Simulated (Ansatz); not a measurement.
# Zr2Si3: the cost of one run

Method: DFT PBE, scalar-relativistic, plane waves, PAW, in Ansatz 0.2.0.

## 1. The system as given

The structure is trigonal, space group P-3m1 (No. 164). Conventional cell: a = 3.826 Å, b = 3.826 Å, c = 5.952 Å, α = 90.00°, β = 90.00°, γ = 120.00°. Zr (site symmetry 3m) has 7 Si at 2.30 to 2.65 Å as nearest neighbours. Around Si (site symmetry -3m) lie 6 Zr at 2.65 Å. Around Si (site symmetry 3m) lie 4 Zr at 2.30 to 2.38 Å.

Structure file:

```xyz
5
Lattice="3.8258 0.0000 0.0000 -1.9129 3.3132 0.0000 0.0000 0.0000 5.9523" Properties=species:S:1:pos:R:3 pbc="T T T"
Zr    0.0000    2.2088    1.4583
Zr    1.9129    1.1044    4.4940
Si    0.0000    0.0000    0.0000
Si    0.0000    2.2088    3.8392
Si    1.9129    1.1044    2.1131
```

(A quick probe on a coarse mesh, which set the mesh and smearing, is not shown.)

## 3. Coarse relaxation

Input file input.yaml:

```yaml
crystal:
  lattice:
    - [3.8257652589, 0.0, 0.0]
    - [-1.9128826294, 3.3132099031, 0.0]
    - [0.0, 0.0, 5.9522692987]
  atoms:
    - { symbol: Zr, position: [0.3333333333, 0.6666666667, 0.245] }
    - { symbol: Zr, position: [0.6666666667, 0.3333333333, 0.755] }
    - { symbol: Si, position: [0.0, 0.0, 0.0] }
    - { symbol: Si, position: [0.3333333333, 0.6666666667, 0.645] }
    - { symbol: Si, position: [0.6666666667, 0.3333333333, 0.355] }
basis:
  ecutwfc: 420
kpoints:
  mp_grid: { grid: [6, 6, 4] }
hamiltonian:
  xc: pbe
scf:
  occupations: { method: gaussian, width: 0.1 }
  lower_state_search: "off"
output:
  forces: true
  stress: true
  eigenvalues: true
relax:
  adjacent_minimum: "off"
  f_tol: 0.04
  max_steps: 70
  cell: { stress_tol: 0.4 }
```

The run is started by

```bash
> ansatz run input.yaml --threads 1 --pin off --max-ram 2560MiB --backend cpu --events-out ev --progress --plain --runs-dir out
```

Q: Estimate wall time and peak memory on 1 thread of Intel Xeon Platinum 8375C at 2.90GHz (Ice Lake), shared host.

About 35 s, with a peak of 0.43 GiB.
